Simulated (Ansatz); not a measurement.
# CH4BrGaO2: ionisation energy by level of theory

The task here is to estimate one member of a computed series from the others.

Program: Ansatz 0.2.0, Gaussian basis. Level of theory: unrestricted cation, the program's frozen cores in correlated methods. These are calculated values, not measurements.

The runs, in order: UKS PBE-D4/def2-TZVPP; UKS r2SCAN-D4/def2-TZVPP; UKS PBE0-D4/def2-TZVPP; UKS B3LYP-D4/def2-TZVPP; UKS wB97X-V/def2-TZVPP; UKS B2PLYP/def2-TZVPP; UHF-CCSD(T)/def2-TZVPP; UHF-MP2/def2-QZVPP; extrapolation to the limit; then −ε(HOMO) from the neutral's earlier runs with LDA (SPW92), PBE-D4, revPBE-D4, BLYP-D4, r2SCAN-D4, B97M-V, PBE0-D4, B3LYP-D4, r2SCANh-D4, r2SCAN0-D4, HSE06-D4, BHLYP-D4, CAM-B3LYP-D4, LC-ωPBE, ωB97X-V, ωB97M-V.

1 further run of the same task is left out (it didn't finish).

**The relaxed structure**

All runs share one geometry, relaxed beforehand with PBE0-D4 in a triple-zeta def2 set.

SMILES `C[O][Ga]([OH])[Br]`, 9 atoms, charge 0, spin multiplicity 1.

Atoms are counted from 1 here; the program's logs count them from 0.

Bond lengths: C1–O2 1.410 Å, C1–H6 1.094 Å, C1–H7 1.094 Å, C1–H8 1.096 Å, O2–Ga3 1.767 Å, Ga3–O4 1.768 Å, Ga3–Br5 2.265 Å, O4–H9 0.961 Å. Angles: O2–C1–H6 109.5°, O2–C1–H7 109.5°, O2–C1–H8 113.1°, H6–C1–H7 108.3°, H6–C1–H8 108.2°, H7–C1–H8 108.2°, C1–O2–Ga3 124.4°, O2–Ga3–O4 119.0°, O2–Ga3–Br5 121.2°, O4–Ga3–Br5 119.8°, Ga3–O4–H9 112.2°.

As a file:

```xyz
9
charge 0, multiplicity 1
C     1.3209    0.7335    0.5097
O     0.4717   -0.3866    0.4053
Ga   -1.0608   -0.4002   -0.4739
O    -2.0128   -1.8892   -0.5121
Br   -1.8170    1.4470   -1.5439
H     1.4605    0.9882    1.5648
H     2.2987    0.4920    0.0814
H     0.9309    1.6181   -0.0066
H    -1.5920   -2.6027   -0.0247
```

Set-up of the first run:

in.yaml

```yaml
crystal:
  periodic: [false, false, false]
  atoms:
    - {symbol: C, position_ang: [1.320895, 0.733509, 0.509657]}
    - {symbol: O, position_ang: [0.471704, -0.386616, 0.405319]}
    - {symbol: Ga, position_ang: [-1.060848, -0.400231, -0.473870]}
    - {symbol: O, position_ang: [-2.012807, -1.889243, -0.512143]}
    - {symbol: Br, position_ang: [-1.817007, 1.446965, -1.543886]}
    - {symbol: H, position_ang: [1.460460, 0.988191, 1.564811]}
    - {symbol: H, position_ang: [2.298687, 0.492012, 0.081415]}
    - {symbol: H, position_ang: [0.930927, 1.618074, -0.006650]}
    - {symbol: H, position_ang: [-1.592002, -2.602671, -0.024654]}
basis:
  gaussian: {orbitals: def2-TZVPP}
total_charge: 1
magnetization: {spin_polarized: true, initial_magnetization: 1}
hamiltonian: {xc: pbe, dispersion: d4}
```

On the command line:

```bash
$ ansatz run in.yaml --threads 2 --pin off --events-out ev --progress --plain --max-ram 32768MiB --backend cpu
```

Among the steps run: Cation, UKS PBE-D4/def2-TZVPP; Cation, UKS r2SCAN-D4/def2-TZVPP; Cation, UKS PBE0-D4/def2-TZVPP; Cation, UKS B3LYP-D4/def2-TZVPP; Cation, UKS wB97X-V/def2-TZVPP; Cation, UKS B2PLYP (frozen core)/def2-TZVPP; Cation, UHF-CCSD(T)/def2-TZVPP; Cation, UHF-MP2/def2-QZVPP.

One of the session's tables, all rows but one given; the rest of the session is left out.

It belongs to the step «Ionisation energies side by side». For comparison, −ε(HOMO) of the neutral from earlier runs:

```
  functional  −ε(HOMO) (eV)
 LDA (SPW92)           6.88
      PBE-D4           6.70
   revPBE-D4           6.64
     BLYP-D4           6.61
   r2SCAN-D4           7.04
      B97M-V           7.12
     PBE0-D4           8.25
    B3LYP-D4           8.01
  r2SCANh-D4           7.62
  r2SCAN0-D4           8.50
    HSE06-D4           7.85
    BHLYP-D4              ?
CAM-B3LYP-D4           9.72
     LC-ωPBE          11.08
     ωB97X-V          10.73
     ωB97M-V          10.65
```

Estimate the missing values for BHLYP-D4.

Worked estimate for «−ε(HOMO) (eV)». Against the share of exact exchange, BLYP-D4 (0, 6.61), B3LYP-D4 (0.2, 8.01) give a slope of 7.00 per unit share; at 0.5 the line stands at 10.11.

As computed: −ε(HOMO) (eV): 9.73. In «−ε(HOMO) (eV)» the line misses by +0.38.
